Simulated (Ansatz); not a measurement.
# ZrS+ (quartet): wave-function methods side by side, def2-TZVPP

One table from this session's results is given with a row withheld; the runs are named, their logs left out.

Program: Ansatz 0.2.0, Gaussian basis. Level of theory: def2-TZVPP, core rule «outside noble gas», up to 9 orbitals frozen. These are calculated values, not measurements.

Plan: UHF; CCSD(T) on ROHF; CCSD(T) on UHF; CCSDT(Q) on ROHF; CCSDT(Q) on UHF.

13 further runs of the same task are left out: 8 for a known fault of the program, 1 that didn't finish, 4 set aside as unsound or not needed. Runs told in other sessions of the task aren't counted.

## What is computed

The geometry is a PBE0/def2-TZVP stationary point (not a proven minimum) of the parent state, kept for this charge and spin. No spin-orbit coupling is included. Elements past krypton take def2 core potentials.

2 atoms, charge 1, spin multiplicity 4.

Atoms are counted from 1 here; the program's logs count them from 0.

Bond lengths: Zr1–S2 2.183 Å.

Set-up of the first run:

in.yaml reads:

```yaml
crystal:
  periodic: [false, false, false]
  atoms:
    - {symbol: Zr, position_ang: [0.000000, 0.000000, 0.000000]}
    - {symbol: S, position_ang: [0.000000, 0.000000, 2.182917]}
basis:
  gaussian: {orbitals: def2-TZVPP}
total_charge: 1
magnetization: {spin_polarized: true, initial_magnetization: 3}
hamiltonian: {xc: hf}
output: {orbitals: {seedname: orbitals}}
```

The run is started by

```console
$ ansatz run in.yaml --threads 1 --pin off --events-out ev --progress --plain --max-ram 2816MiB --backend cpu
```

Steps of the session up to this table: UHF; CCSD(T) on ROHF; CCSD(T) on UHF; CCSDT(Q) on ROHF; CCSDT(Q) on UHF.

One table of the session follows, with a row left open; its other results are not shown here.

```
   method  from RCCSDT(Q) (meV)
     ROHF               +6102.9
      UHF               +5870.5
     RMP2                +954.5
     UMP2                +905.8
    RCCSD                +368.0
    UCCSD                +278.9
 RCCSD(T)                 +50.0
 UCCSD(T)                 -31.9
   RCCSDT                     ?
   UCCSDT                 -66.7
RCCSDT(Q)                     0
UCCSDT(Q)                 -86.7
```

Q: Estimate the row for RCCSDT from the others.

**Answer.** from RCCSDT(Q) (meV): +16.3. In the column «from RCCSDT(Q) (meV)» it lies between RCCSDT(Q) (0) and RCCSD(T) (+50.0).

To keep in mind: Restricted and unrestricted rows rest on different reference determinants; a gap between their highest levels can come from leftover correlation error, from unlike frozen cores or from another state.
